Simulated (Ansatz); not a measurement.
# C5H10Cl2Si2: small, medium and large basis sets

An exercise on one series of results from a longer session: the logs are not shown, and one member is left open.

Program: Ansatz 0.2.0, Gaussian basis. Level of theory: one geometry, several basis sets. These are calculated values, not measurements.

Levels to be run: PBE0-D4/def2-SVP; ωB97M-V/def2-SVP; PBE0-D4/def2-QZVPP; ωB97M-V/def2-QZVPP; the functionals' def2-TZVPP values are taken from earlier runs.

### Structure used throughout

An earlier PBE0-D4 in a triple-zeta def2 set relaxation fixed the geometry.

SMILES `C=C[Si@@H](Cl)C[Si@@H](Cl)C=C`, 19 atoms, charge 0, spin multiplicity 1.

Atoms are counted from 1 here; the program's logs count them from 0.

Bond lengths: C1–C2 1.330 Å, C1–H10 1.086 Å, C1–H11 1.086 Å, C2–Si3 1.851 Å, C2–H12 1.089 Å, Si3–Cl4 2.072 Å, Si3–C5 1.863 Å, Si3–H13 1.480 Å, C5–Si6 1.861 Å, C5–H14 1.096 Å, C5–H15 1.096 Å, Si6–Cl7 2.067 Å, Si6–C8 1.853 Å, Si6–H16 1.484 Å, C8–C9 1.330 Å, C8–H17 1.089 Å, C9–H18 1.086 Å, C9–H19 1.086 Å. Angles: C2–C1–H10 122.2°, C2–C1–H11 122.1°, H10–C1–H11 115.7°, C1–C2–Si3 124.3°, C1–C2–H12 118.2°, Si3–C2–H12 117.5°, C2–Si3–Cl4 107.8°, C2–Si3–C5 113.6°, C2–Si3–H13 111.1°, Cl4–Si3–C5 107.7°, Cl4–Si3–H13 105.4°, C5–Si3–H13 110.9°, Si3–C5–Si6 117.8°, Si3–C5–H14 105.8°, Si3–C5–H15 108.9°, Si6–C5–H14 108.3°, Si6–C5–H15 108.6°, H14–C5–H15 106.9° and more.

Set-up of the first run:

Input file in.yaml:

```yaml
crystal:
  periodic: [false, false, false]
  atoms:
    - {symbol: C, position_ang: [0.479825, 2.401427, -1.698145]}
    - {symbol: C, position_ang: [1.455728, 2.329351, -0.797886]}
    - {symbol: Si, position_ang: [1.836094, 0.824336, 0.209810]}
    - {symbol: Cl, position_ang: [3.676384, 0.098666, -0.408149]}
    - {symbol: C, position_ang: [0.588459, -0.544503, 0.004116]}
    - {symbol: Si, position_ang: [-1.165622, -0.206547, 0.527453]}
    - {symbol: Cl, position_ang: [-1.178847, 0.964065, 2.231189]}
    - {symbol: C, position_ang: [-2.097600, -1.763908, 0.898991]}
    - {symbol: C, position_ang: [-1.608044, -2.984753, 0.703080]}
    - {symbol: H, position_ang: [-0.181387, 1.565077, -1.903212]}
    - {symbol: H, position_ang: [0.292503, 3.302955, -2.274513]}
    - {symbol: H, position_ang: [2.082620, 3.206818, -0.646409]}
    - {symbol: H, position_ang: [2.009173, 1.170455, 1.638160]}
    - {symbol: H, position_ang: [0.968591, -1.385182, 0.596239]}
    - {symbol: H, position_ang: [0.585627, -0.867598, -1.043298]}
    - {symbol: H, position_ang: [-1.883803, 0.582077, -0.503680]}
    - {symbol: H, position_ang: [-3.110521, -1.668422, 1.287467]}
    - {symbol: H, position_ang: [-0.605519, -3.149134, 0.318074]}
    - {symbol: H, position_ang: [-2.185360, -3.879677, 0.917111]}
basis:
  gaussian: {orbitals: def2-SVP}
hamiltonian: {xc: pbe0, dispersion: d4}
output: {orbitals: {seedname: orbitals}}
```

Among the steps run: PBE0-D4 in def2-SVP; ωB97M-V in def2-SVP; PBE0-D4 in def2-QZVPP; ωB97M-V in def2-QZVPP.

One table of the session follows, with a row left open; its other results are not shown here.

It belongs to the step «Functionals by basis». 

| functional | basis | HOMO (eV) |
| --- | --- | --- |
| PBE0-D4 | def2-SVP | -8.16 |
| PBE0-D4 | def2-TZVPP | ? |
| PBE0-D4 | def2-QZVPP | -8.25 |
| ωB97M-V | def2-SVP | -10.37 |
| ωB97M-V | def2-TZVPP | -10.47 |
| ωB97M-V | def2-QZVPP | -10.49 |

Q: Estimate the row for PBE0-D4, def2-TZVPP from the others.

The run gave: HOMO (eV): -8.23. In the column «HOMO (eV)» it lies between PBE0-D4, def2-QZVPP (-8.25) and PBE0-D4, def2-SVP (-8.16).
